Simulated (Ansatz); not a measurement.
# C2H5ClGeO: up Jacob's ladder to CCSD(T)

How much do the methods differ for C2H5ClGeO? The plan is to run it at one geometry with functionals of several rungs and with coupled cluster, and see how far each lands from CCSD(T) at the basis-set limit for the atomisation energy.

Computed with Ansatz 0.2.0, Gaussian basis. Level: functionals in def2-TZVPP, the program's frozen cores in correlated methods.

Levels to be run: PBE-D4, r2SCAN-D4, PBE0-D4, B3LYP-D4, ωB97X-V, ωB97M-V, B2PLYP; CCSD(T)/def2-TZVPP; MP2/def2-QZVPP; extrapolation to the limit.

**1. The relaxed structure**

An earlier PBE0-D4 in a triple-zeta def2 set relaxation fixed the geometry.

SMILES `[CH3][GeH]([Cl])[CH]=O`, 10 atoms, charge 0, spin multiplicity 1.

Atoms are counted from 1 here; the program's logs count them from 0.

Bond lengths: C1–Ge2 1.937 Å, C1–H6 1.091 Å, C1–H7 1.090 Å, C1–H8 1.090 Å, Ge2–Cl3 2.165 Å, Ge2–C4 2.007 Å, Ge2–H9 1.538 Å, C4–O5 1.200 Å, C4–H10 1.114 Å. Angles: Ge2–C1–H6 109.0°, Ge2–C1–H7 109.7°, Ge2–C1–H8 110.3°, H6–C1–H7 109.1°, H6–C1–H8 109.4°, H7–C1–H8 109.4°, C1–Ge2–Cl3 109.7°, C1–Ge2–C4 110.6°, C1–Ge2–H9 113.7°, Cl3–Ge2–C4 105.3°, Cl3–Ge2–H9 106.5°, C4–Ge2–H9 110.5°, Ge2–C4–O5 120.6°, Ge2–C4–H10 118.5°, O5–C4–H10 120.9°.

**2. PBE-D4 (GGA)**

Input file in.yaml:

```yaml
crystal:
  periodic: [false, false, false]
  atoms:
    - {symbol: C, position_ang: [-1.128572, -1.000762, -0.183909]}
    - {symbol: Ge, position_ang: [0.440842, -0.137596, 0.553268]}
    - {symbol: Cl, position_ang: [2.195269, -1.339673, 0.146747]}
    - {symbol: C, position_ang: [0.778540, 1.616103, -0.361428]}
    - {symbol: O, position_ang: [-0.134886, 2.332605, -0.663654]}
    - {symbol: H, position_ang: [-1.975952, -0.316683, -0.113510]}
    - {symbol: H, position_ang: [-0.954149, -1.245843, -1.231330]}
    - {symbol: H, position_ang: [-1.352488, -1.913113, 0.368165]}
    - {symbol: H, position_ang: [0.383749, 0.051855, 2.078849]}
    - {symbol: H, position_ang: [1.830647, 1.902007, -0.590298]}
basis:
  gaussian: {orbitals: def2-TZVPP}
hamiltonian: {xc: pbe, dispersion: d4}
output: {forces: true, orbitals: {seedname: orbitals}}
```

Command:

```
$ ansatz run in.yaml --threads 4 --pin off --events-out ev --progress --plain --max-ram 10444MiB
```

The log of the run, shortened:

```text
Functional definition: PBE
  name "PBE"
  cite "Perdew, Burke & Ernzerhof, Phys. Rev. Lett. 77, 3865 (1996) doi:10.1103/PhysRevLett.77.3865"
  parent pbe
[...]
1458 factors; their error is unknown
[...]
mean field -73227.60198668 eV, -2691.0647375592 hartree, gradient 4.2e-5 eV, S^2 0.000000; 0 other end points of the search recorded, 0 dependent functions left out
[...]
reference -73227.60202921 eV, -2691.0647391221 hartree; 37, 37 occupied and 216, 216 virtual orbitals, 1458 factors
Total energy: -73227.82938537 eV, -2691.0730943069 hartree
Atom 0 at    -1.128572    -1.000762    -0.183909 Å, force    -0.075327    -0.039349    -0.013771 eV/Å
Atom 1 at     0.440842    -0.137596     0.553268 Å, force    -0.007152     0.028134     0.077366 eV/Å
Atom 2 at     2.195269    -1.339673     0.146747 Å, force     0.275594    -0.202712    -0.054884 eV/Å
Atom 3 at     0.778540     1.616103    -0.361428 Å, force     0.549353    -0.405611     0.192270 eV/Å
Atom 4 at    -0.134886     2.332605    -0.663654 Å, force    -0.832449     0.656364    -0.281815 eV/Å
Atom 5 at    -1.975952    -0.316683    -0.113510 Å, force    -0.162199     0.131153     0.014271 eV/Å
Atom 6 at    -0.954149    -1.245843    -1.231330 Å, force     0.038000    -0.045296    -0.195722 eV/Å
Atom 7 at    -1.352488    -1.913113     0.368165 Å, force    -0.044614    -0.170564     0.102092 eV/Å
Atom 8 at     0.383749     0.051855     2.078849 Å, force    -0.026971     0.017409     0.204509 eV/Å
Atom 9 at     1.830647     1.902007    -0.590298 Å, force     0.285765     0.030473    -0.044317 eV/Å
Dipole moment:    -0.188770    -0.091757     0.102672 e Å
```

Run time: 2.3 s. Hardware: 4 threads of Arm Neoverse V2, shared host; peak memory 0.35 GiB.

Atomisation energy: 38.455 eV (free atoms -73189.374 eV, run apart). HOMO -5.83 eV, LUMO -2.94 eV.

**3. r2SCAN-D4 (meta-GGA)**

Edit in.yaml of step 2 so:

```diff
@@ -15,3 +15,3 @@
   gaussian: {orbitals: def2-TZVPP}
-hamiltonian: {xc: pbe, dispersion: d4}
+hamiltonian: {xc: r2scan, dispersion: d4}
 output: {forces: true, orbitals: {seedname: orbitals}}
```

Launched as before.

The log of the run, shortened:

```text
Functional definition: r2SCAN
  name "r2SCAN"
  cite "Furness, Kaplan, Ning, Perdew & Sun, J. Phys. Chem. Lett. 11, 8208 (2020) doi:10.1021/acs.jpclett.0c02405"
  cite "Furness, Kaplan, Ning, Perdew & Sun, J. Phys. Chem. Lett. 11, 9248 (2020) doi:10.1021/acs.jpclett.0c03077"
  parent r2scan
[...]
1458 factors; their error is unknown
[...]
mean field -73242.99024887 eV, -2691.6302457642 hartree, gradient 3.8e-5 eV, S^2 0.000000; 0 other end points of the search recorded, 0 dependent functions left out
[...]
reference -73242.99026025 eV, -2691.6302461822 hartree; 37, 37 occupied and 216, 216 virtual orbitals, 1458 factors
Total energy: -73243.04682617 eV, -2691.6323249417 hartree
Atom 0 at    -1.128572    -1.000762    -0.183909 Å, force    -0.043954    -0.023088    -0.010283 eV/Å
Atom 1 at     0.440842    -0.137596     0.553268 Å, force    -0.002872    -0.005311     0.073871 eV/Å
Atom 2 at     2.195269    -1.339673     0.146747 Å, force     0.045746    -0.042090    -0.007769 eV/Å
Atom 3 at     0.778540     1.616103    -0.361428 Å, force     0.227493    -0.161969     0.074348 eV/Å
Atom 4 at    -0.134886     2.332605    -0.663654 Å, force    -0.304453     0.225486    -0.097179 eV/Å
Atom 5 at    -1.975952    -0.316683    -0.113510 Å, force     0.017756    -0.012510     0.000255 eV/Å
Atom 6 at    -0.954149    -1.245843    -1.231330 Å, force    -0.001336     0.006297     0.023632 eV/Å
Atom 7 at    -1.352488    -1.913113     0.368165 Å, force     0.002447     0.020216    -0.015912 eV/Å
Atom 8 at     0.383749     0.051855     2.078849 Å, force    -0.013677    -0.011399    -0.028022 eV/Å
Atom 9 at     1.830647     1.902007    -0.590298 Å, force     0.072849     0.004368    -0.012941 eV/Å
Dipole moment:    -0.191402    -0.100943     0.112511 e Å
```

It took 4.5 s on 4 threads of Arm Neoverse V2, shared host; peak memory 0.38 GiB.

With the free atoms at this level, -73205.279 eV in sum, the atomisation energy is 37.768 eV. HOMO -6.10 eV, LUMO -2.75 eV.

**4. PBE0-D4 (hybrid)**

Edit in.yaml of step 3 so:

```diff
@@ -15,3 +15,3 @@
   gaussian: {orbitals: def2-TZVPP}
-hamiltonian: {xc: r2scan, dispersion: d4}
-output: {forces: true, orbitals: {seedname: orbitals}}
+hamiltonian: {xc: pbe0, dispersion: d4}
+output: {orbitals: {seedname: orbitals}}
```

The command is unchanged.

The log of the run:

```text
Functional definition: PBE0
  name "PBE0"
  cite "Adamo & Barone, J. Chem. Phys. 110, 6158 (1999) doi:10.1063/1.478522"
  cite "Perdew, Burke & Ernzerhof, Phys. Rev. Lett. 77, 3865 (1996) doi:10.1103/PhysRevLett.77.3865"
  parent pbe
  parameter a = 0.25
  parameter kappa = 0.804
  parameter beta = 0.06672455060314922
  exchange = (1 - a)*pbe_x(kappa = kappa, mu = beta*pi^2/3) + a*exact_x
  correlation = pbe_c(beta = beta)
1532 factors; their error is unknown
mean field evaluation 1: about -73222.0401 eV, gradient 6.4e1 eV
mean field evaluation 2: about -73211.1174 eV, gradient 9.7e1 eV
mean field evaluation 4: about -73229.9318 eV, gradient 5.1e0 eV
mean field evaluation 8: about -73229.9765 eV, gradient 3.4e-1 eV
mean field evaluation 16: about -73230.2789 eV, gradient 2.3e-4 eV
mean field -73230.27890480 eV, -2691.1631124856 hartree, gradient 5.3e-5 eV, S^2 0.000000; 0 other end points of the search recorded, 0 dependent functions left out
reference -73230.27893668 eV, -2691.1631136573 hartree; 37, 37 occupied and 216, 216 virtual orbitals, 1532 factors
Total energy: -73230.47342569 eV, -2691.1702609966 hartree
```

It took 3.1 s on 4 threads of Arm Neoverse V2, shared host; peak memory 0.76 GiB.

Atomisation energy: 37.637 eV (free atoms -73192.836 eV, run apart). HOMO -7.21 eV, LUMO -1.78 eV.

**5. B3LYP-D4 (hybrid)**

B3LYP here takes the VWN-RPA correlation.

Edit in.yaml of step 4 so:

```diff
@@ -15,3 +15,3 @@
   gaussian: {orbitals: def2-TZVPP}
-hamiltonian: {xc: pbe0, dispersion: d4}
-output: {orbitals: {seedname: orbitals}}
+hamiltonian: {xc: {name: B3LYP}, dispersion: d4}
+output: {forces: true, orbitals: {seedname: orbitals}}
```

Same command.

The log of the run, shortened:

```text
Functional definition: B3LYP
  name "B3LYP"
  cite "Stephens, Devlin, Chabalowski & Frisch, J. Phys. Chem. 98, 11623 (1994) doi:10.1021/j100096a001"
  cite "Becke, Phys. Rev. A 38, 3098 (1988) doi:10.1103/PhysRevA.38.3098"
  cite "Lee, Yang & Parr, Phys. Rev. B 37, 785 (1988) doi:10.1103/PhysRevB.37.785"
  cite "Vosko, Wilk & Nusair, Can. J. Phys. 58, 1200 (1980) doi:10.1139/p80-159"
[...]
1508 factors; their error is unknown
[...]
mean field -73248.13688831 eV, -2691.8193812748 hartree, gradient 9.3e-6 eV, S^2 0.000000; 0 other end points of the search recorded, 0 dependent functions left out
[...]
reference -73248.13717799 eV, -2691.8193919206 hartree; 37, 37 occupied and 216, 216 virtual orbitals, 1508 factors
Total energy: -73248.50404026 eV, -2691.8328738601 hartree
Atom 0 at    -1.128572    -1.000762    -0.183909 Å, force    -0.217454    -0.104407    -0.094556 eV/Å
Atom 1 at     0.440842    -0.137596     0.553268 Å, force    -0.073075     0.111147     0.196515 eV/Å
Atom 2 at     2.195269    -1.339673     0.146747 Å, force     0.257250    -0.178727    -0.058557 eV/Å
Atom 3 at     0.778540     1.616103    -0.361428 Å, force     0.268170    -0.017398     0.002067 eV/Å
Atom 4 at    -0.134886     2.332605    -0.663654 Å, force    -0.212027     0.179267    -0.081164 eV/Å
Atom 5 at    -1.975952    -0.316683    -0.113510 Å, force     0.040893    -0.046715    -0.007900 eV/Å
Atom 6 at    -0.954149    -1.245843    -1.231330 Å, force    -0.018523     0.009006     0.059326 eV/Å
Atom 7 at    -1.352488    -1.913113     0.368165 Å, force     0.005660     0.048723    -0.038811 eV/Å
Atom 8 at     0.383749     0.051855     2.078849 Å, force    -0.009003     0.008233     0.016406 eV/Å
Atom 9 at     1.830647     1.902007    -0.590298 Å, force    -0.041891    -0.009128     0.006674 eV/Å
Dipole moment:    -0.171791    -0.118723     0.123354 e Å
```

Wall time 4.4 s (4 threads of Arm Neoverse V2, shared host); peak memory 0.8 GiB.

With the free atoms at this level, -73211.096 eV in sum, the atomisation energy is 37.408 eV. HOMO -7.02 eV, LUMO -2.05 eV.

**6. ωB97X-V (range-separated)**

Edit in.yaml of step 5 so:

```diff
@@ -15,3 +15,3 @@
   gaussian: {orbitals: def2-TZVPP}
-hamiltonian: {xc: {name: B3LYP}, dispersion: d4}
-output: {forces: true, orbitals: {seedname: orbitals}}
+hamiltonian: {xc: {name: wB97X-V}}
+output: {orbitals: {seedname: orbitals}}
```

Launched as before.

The log of the run, shortened:

```text
Functional definition: wB97X-V
  name "wB97X-V"
  cite "Mardirossian & Head-Gordon, Phys. Chem. Chem. Phys. 16, 9904 (2014) doi:10.1039/C3CP54374A"
  cite "Becke, J. Chem. Phys. 107, 8554 (1997) doi:10.1063/1.475007"
  cite "Vydrov & Van Voorhis, J. Chem. Phys. 133, 244103 (2010) doi:10.1063/1.3521275"
[...]
      + integral(e_c_pw_opposite_spin*poly(b97_u_opposite, cos0, cos1)) + vv10(b, c)
1505 factors; their error is unknown
310 factors; integrals over basis functions are off by at most 2.2e-5 eV
[...]
mean field -73238.03634131 eV, -2691.4481930193 hartree, gradient 3.9e-5 eV, S^2 0.000000; 0 other end points of the search recorded, 0 dependent functions left out
reference -73238.03633932 eV, -2691.4481929460 hartree; 37, 37 occupied and 216, 216 virtual orbitals, 1505 factors
Total energy: -73238.03633932 eV, -2691.4481929460 hartree
```

Run time: 7.5 s. Hardware: 4 threads of Arm Neoverse V2, shared host; peak memory 0.9 GiB.

With the free atoms at this level, -73200.316 eV in sum, the atomisation energy is 37.720 eV. HOMO -9.54 eV, LUMO 0.59 eV.

**7. ωB97M-V (range-separated)**

Edit in.yaml of step 6 so:

```diff
@@ -15,3 +15,3 @@
   gaussian: {orbitals: def2-TZVPP}
-hamiltonian: {xc: {name: wB97X-V}}
-output: {orbitals: {seedname: orbitals}}
+hamiltonian: {xc: {name: wB97M-V}}
+output: {forces: true, orbitals: {seedname: orbitals}}
```

Launched as before.

The log of the run, shortened:

```text
Functional definition: wB97M-V
  name "wB97M-V"
  cite "Mardirossian & Head-Gordon, J. Chem. Phys. 144, 214110 (2016) doi:10.1063/1.4952647"
  cite "Becke, J. Chem. Phys. 107, 8554 (1997) doi:10.1063/1.475007"
  cite "Vydrov & Van Voorhis, J. Chem. Phys. 133, 244103 (2010) doi:10.1063/1.3521275"
  # Of w^i u^j: cxij and so on, Table III.
[...]
  gx(w, u) = 1 - cx + cx01*u + cx10*w
  gss(w, u) = css00 + css04*u^4 + css10*w + css20*w^2 + css43*w^4*u^3
  gos(w, u) = cos00 + cos10*w + (cos20 + cos21*u)*w^2 + (cos60 + cos61*u)*w^6
[...]
      + integral(e_c_pw_mod_opposite_spin*gos(b97_w_opposite, b97_u_opposite)) + vv10(b, c)
1502 factors; their error is unknown
310 factors; integrals over basis functions are off by at most 2.2e-5 eV
[...]
Atom 0 at    -1.128572    -1.000762    -0.183909 Å, force    -0.008597     0.003038    -0.011691 eV/Å
Atom 1 at     0.440842    -0.137596     0.553268 Å, force    -0.077889     0.079110     0.106612 eV/Å
Atom 2 at     2.195269    -1.339673     0.146747 Å, force     0.006909     0.004798    -0.013273 eV/Å
Atom 3 at     0.778540     1.616103    -0.361428 Å, force     0.278515    -0.216181     0.072228 eV/Å
Atom 4 at    -0.134886     2.332605    -0.663654 Å, force    -0.161878     0.113819    -0.046618 eV/Å
Atom 5 at    -1.975952    -0.316683    -0.113510 Å, force     0.059608    -0.058465    -0.010582 eV/Å
Atom 6 at    -0.954149    -1.245843    -1.231330 Å, force    -0.018976     0.014203     0.075318 eV/Å
Atom 7 at    -1.352488    -1.913113     0.368165 Å, force     0.012763     0.068482    -0.047611 eV/Å
Atom 8 at     0.383749     0.051855     2.078849 Å, force     0.012191    -0.011590    -0.134212 eV/Å
Atom 9 at     1.830647     1.902007    -0.590298 Å, force    -0.102646     0.002786     0.009830 eV/Å
Dipole moment:    -0.167766    -0.125518     0.130686 e Å
```

Run time: 11 s. Hardware: 4 threads of Arm Neoverse V2, shared host; peak memory 1 GiB.

Atomisation energy: 37.586 eV (free atoms -73203.298 eV, run apart). HOMO -9.45 eV, LUMO 0.49 eV.

**8. B2PLYP (double hybrid)**

Edit in.yaml of step 7 so:

```diff
@@ -15,3 +15,2 @@
   gaussian: {orbitals: def2-TZVPP}
-hamiltonian: {xc: {name: wB97M-V}}
-output: {forces: true, orbitals: {seedname: orbitals}}
+hamiltonian: {xc: {name: B2PLYP}}
```

Same command.

The log of the run, shortened:

```text
Functional definition: B2PLYP
  name "B2PLYP"
  cite "Grimme, J. Chem. Phys. 124, 034108 (2006) doi:10.1063/1.2148954"
  cite "Becke, Phys. Rev. A 38, 3098 (1988) doi:10.1103/PhysRevA.38.3098"
  cite "Lee, Yang & Parr, Phys. Rev. B 37, 785 (1988) doi:10.1103/PhysRevB.37.785"
[...]
1537 factors; integrals over basis functions are off by at most 9.6e-4 eV
[...]
mean field -73220.54409522 eV, -2690.8053648320 hartree, gradient 4.1e-6 eV, S^2 0.000000; 0 other end points of the search recorded, 0 dependent functions left out
17 core orbitals not correlated: weight in the atoms' cores, before any rotation towards them, 1.000 or more for the frozen orbitals, at most 0.000 for the correlated occupied ones
reference -73220.54427938 eV, -2690.8053715999 hartree; 20, 20 occupied and 216, 216 virtual orbitals, 1537 factors
second order -33.32009837 eV of doubles, -0.00000000 eV of singles
Total energy: -73229.54070595 eV, -2691.1359841780 hartree
```

Run time: 6 s. Hardware: 4 threads of Arm Neoverse V2, shared host; peak memory 0.69 GiB.

Atomisation energy: 37.131 eV (free atoms -73192.409 eV, run apart).

**9. Orbital energies across the functionals**

Dipoles come from the runs that computed forces. Levels, from each run's orbital file:

```csv
functional,HOMO (eV),LUMO (eV),gap (eV),dipole (D)
PBE-D4,-5.83,-2.94,2.89,1.12
r2SCAN-D4,-6.10,-2.75,3.35,1.17
PBE0-D4,-7.21,-1.78,5.43,
B3LYP-D4,-7.02,-2.05,4.97,1.16
ωB97X-V,-9.54,0.59,10.14,
ωB97M-V,-9.45,0.49,9.94,1.19
```

**10. CCSD(T) in def2-TZVPP**

Edit in.yaml of step 8 so:

```diff
@@ -15,2 +15,2 @@
   gaussian: {orbitals: def2-TZVPP}
-hamiltonian: {xc: {name: B2PLYP}}
+correlation: {method: ccsd_t}
```

The command is unchanged.

The log of the run, shortened:

```text
Functional definition: HF
  name "HF"
  cite "Fock, Z. Phys. 61, 126 (1930) doi:10.1007/BF01340294"
  parent pbe
[...]
1537 factors; integrals over basis functions are off by at most 9.6e-4 eV
[...]
mean field -73157.41522884 eV, -2688.4854217830 hartree, gradient 2.2e-6 eV, S^2 0.000000; 0 other end points of the search recorded, 0 dependent functions left out
17 core orbitals not correlated: weight in the atoms' cores, before any rotation towards them, 1.000 or more for the frozen orbitals, at most 0.000 for the correlated occupied ones
reference -73157.41522884 eV, -2688.4854217830 hartree; 20, 20 occupied and 216, 216 virtual orbitals, 1537 factors
second order -27.31391577 eV of doubles, -0.00000000 eV of singles
cycle   1  -27.42269333 eV  change   -1.1e-1 eV  update   1.2e-1
[...]
cycle   9  -28.31389317 eV  change   -2.9e-5 eV  update   3.7e-5
perturbative correction -1.18675762 eV, -0.0436125382 hartree
Total energy: -73186.91587964 eV, -2689.5695507033 hartree
```

Wall time 3.3 min (4 threads of Arm Neoverse V2, shared host); peak memory 5.7 GiB.

**11. MP2 in def2-QZVPP**

Edit in.yaml of step 10 so:

```diff
@@ -14,3 +14,3 @@
 basis:
-  gaussian: {orbitals: def2-TZVPP}
-correlation: {method: ccsd_t}
+  gaussian: {orbitals: "def2-QZVPP.json"}
+correlation: {method: mp2}
```

The command is unchanged.

The log of the run:

```text
Functional definition: HF
  name "HF"
  cite "Fock, Z. Phys. 61, 126 (1930) doi:10.1007/BF01340294"
  parent pbe
  exchange = exact_x
  correlation = 0
2940 factors; integrals over basis functions are off by at most 1.1e-3 eV
mean field evaluation 1: about -73154.7641 eV, gradient 4.3e1 eV
mean field evaluation 2: about -73154.9022 eV, gradient 4.3e1 eV
mean field evaluation 4: about -73158.9930 eV, gradient 5.1e0 eV
mean field evaluation 8: about -73159.0853 eV, gradient 4.7e-1 eV
mean field evaluation 16: about -73159.0871 eV, gradient 2.2e-6 eV
mean field -73159.08707395 eV, -2688.5468609572 hartree, gradient 2.2e-6 eV, S^2 0.000000; 0 other end points of the search recorded, 0 dependent functions left out
17 core orbitals not correlated: weight in the atoms' cores, before any rotation towards them, 1.000 or more for the frozen orbitals, at most 0.000 for the correlated occupied ones
reference -73159.08707395 eV, -2688.5468609572 hartree; 20, 20 occupied and 443, 443 virtual orbitals, 2940 factors
second order -36.08881220 eV of doubles, -0.00000000 eV of singles
Total energy: -73195.17588615 eV, -2689.8731003437 hartree
```

Run time: 23 s. Hardware: 4 threads of Arm Neoverse V2, shared host; peak memory 3 GiB.

Energy pieces by basis (eV):

```csv
basis,HF,MP2 correlation,CCSD correlation,(T),total
def2-TZVPP,-73157.4152,-27.3139,-28.3139,-1.1868,-73186.9159
def2-QZVPP,-73159.0871,-36.0888,,,-73195.1759 (MP2)
```

The report of the def2-TZVPP run gives T1 = 0.0125.

**12. From triple and quadruple zeta to the limit**

No new run: Hartree-Fock is extrapolated as exp(−7.88√X) and correlation as X^−2.97, with X = 3 and 4; only MP2 was run in the larger set, so CCSD(T) minus MP2 is added from the smaller one.

```csv
level,energy at the limit (eV)
HF,-73159.3174
MP2,-73201.9061
CCSD,-73202.9061
CCSD(T),-73204.0928
```

This is no true limit for total energies: MP2 correlation changes by a factor of 1.32 from triple to quadruple zeta (about 1.07 in light molecules), because outer-core shells are correlated in sets not made for them. Much of that cancels between molecule and atoms or ions.

**13. The ladder**

Free atoms (2 C, 1 Ge, 1 Cl, 1 O, 5 H) were run apart at each level; the atomisation energy is their sum less the molecule, without zero-point or spin-orbit terms.

Differences are taken before rounding.

```csv
method,rung,"atoms, summed (eV)",atomisation energy (eV),from CCSD(T)/CBS (eV),time
PBE-D4,GGA,-73189.374,38.455,+0.832,2.3 s
r2SCAN-D4,meta-GGA,-73205.279,37.768,+0.145,4.5 s
PBE0-D4,hybrid,-73192.836,37.637,+0.013,3.1 s
B3LYP-D4,hybrid,-73211.096,37.408,-0.215,4.4 s
ωB97X-V,range-separated,-73200.316,37.720,+0.097,7.5 s
ωB97M-V,range-separated,-73203.298,37.586,-0.037,11 s
B2PLYP,double hybrid,-73192.409,37.131,-0.492,6 s
HF/def2-TZVPP,wavefunction,-73130.532,26.883,-10.741,
MP2/def2-TZVPP,wavefunction,-73147.253,37.476,-0.147,
CCSD/def2-TZVPP,wavefunction,-73149.639,36.090,-1.534,
CCSD(T)/def2-TZVPP,wavefunction,-73150.156,36.760,-0.864,3.3 min
MP2/CBS,wavefunction,-73163.566,38.341,+0.717,
CCSD(T)/CBS,wavefunction,-73166.469,37.624,0,3.7 min
```

Among the levels timed on like hardware and quicker than the yardstick, those that no quicker one beats, quickest first: PBE-D4 (2.3 s, +0.832 eV); PBE0-D4 (3.1 s, +0.013 eV).

B2PLYP carry no dispersion term (for B3LYP, D4 adds 0.367 eV).

Times are those of the molecule's run; HF, MP2 and CCSD come out of the CCSD(T) runs, and the limit's time is the sum of the runs that it needs.

**14. Results**

| quantity | value |
| --- | --- |
| atomisation energy, CCSD(T)/CBS | 37.624 eV |
| functionals within 0.376 eV (1.0 %) | r2SCAN-D4, PBE0-D4, B3LYP-D4, ωB97X-V, ωB97M-V |
| farthest | PBE-D4 (+0.832 eV) |
| mean size of error, hybrid | 0.114 eV |
| mean size of error, range-separated | 0.067 eV |
| gap, smallest and largest | 2.89 eV (PBE-D4), 10.14 eV (ωB97X-V) |
| T1 diagnostic | 0.0125 |
| triples share of the correlation energy | 4.0 % |

PBE-D4 is off by +0.832 eV. Double hybrids carry the basis error of their MP2 part in triple zeta, and no dispersion term here, so their miss is partly the set-up's. The reference freezes the cores and leaves out relativity and excitations past (T), and its outer-core shells are covered unevenly, so misses under about 0.376 eV can't be ranked. Hartree-Fock recovers 71 % of the binding; the rest is correlation. Orbital gaps span 2.9 to 10.1 eV; exact exchange widens them. Correlated methods include outer-core shells of Ge, which these sets cover unevenly.

PBE0-D4 reaches 0.013 eV from the reference in 3.1 s, where CCSD(T)/CBS took 3.7 min; the quickest level in the cost chart, PBE-D4, takes 2.3 s and misses by 0.832 eV.
